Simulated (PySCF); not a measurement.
# C₇H₆BCl: electronic excitations

Wanted: the electronic excitations of C₇H₆BCl (`BC#C/C=C(/C#C)CCl`), by calculation.

Programs: PySCF 2.14.0, with density-fitted response routines of our own. Each step states its level of theory. These are calculated values for one molecule in the gas phase, unless marked as measured. Atoms are numbered from 0 throughout.

### Step 1. Starting geometry

15 atoms, charge 0, multiplicity 1; geometry from: GFN2-xTB.

Bonds of the start (Å): B0–C1 1.49, C1–C2 1.22, C2–C3 1.40, C3–C4 1.35, C4–C5 1.41, C5–C6 1.20, C4–C7 1.49, C7–Cl8 1.80, B0–H9 1.17, B0–H10 1.17, C3–H11 1.08, C6–H12 1.05, C7–H13 1.09, C7–H14 1.09.

### Step 2. Ultraviolet spectrum: CAM-B3LYP/def2-SVPD

The job: settings as JSON, then the geometry in Å.

```
{"job": {"kind": "uv", "xc": "CAM-B3LYP", "basis": "def2-SVPD", "nstates": 8, "ntriplets": 3}, "charge": 0, "multiplicity": 1}
B      1.723350    -2.530307     2.249582
C      1.402712    -1.526281     1.198738
C      1.124934    -0.709140     0.338609
C      0.806322     0.219293    -0.654692
C     -0.381747     0.857949    -0.724806
C     -0.662364     1.755594    -1.775521
C     -0.922869     2.524903    -2.661211
C     -1.474391     0.609599     0.263213
Cl    -2.554350    -0.702601    -0.342683
H      1.653400    -2.225015     3.377541
H      2.039213    -3.612666     1.937871
H      1.565963     0.405441    -1.403536
H     -1.145050     3.193716    -3.438383
H     -1.073419     0.260614     1.215010
H     -2.106119     1.486890     0.398355
```

Level: TDDFT CAM-B3LYP/def2-SVPD, vertical, gas phase, core orbitals frozen in the response.

On the command line:

```bash
$ OMP_NUM_THREADS=1 python probes_run.py task.json out
```

This one command runs all jobs of the session in turn.

Predict these results of the whole session: lowest singlet (CAM-B3LYP/def2-SVPD); brightest single state of those computed; lowest triplet.

**Answer**, as computed:

| quantity | value |
| --- | --- |
| lowest singlet (CAM-B3LYP/def2-SVPD) | 3.40 eV (364 nm), f = 0.107 |
| brightest single state of those computed | state 3, 4.84 eV, f = 0.617 |
| lowest triplet | 2.42 eV |

The first singlet state (HOMO→LUMO 0.72, HOMO→LUMO+1 0.08) lies at 3.40 eV and is bright; of the 8 states computed, the strongest absorption comes from state 3 at 4.84 eV. The lowest triplet lies 0.98 eV below the lowest singlet (triplets in Tamm-Dancoff, singlets in full TDDFT).
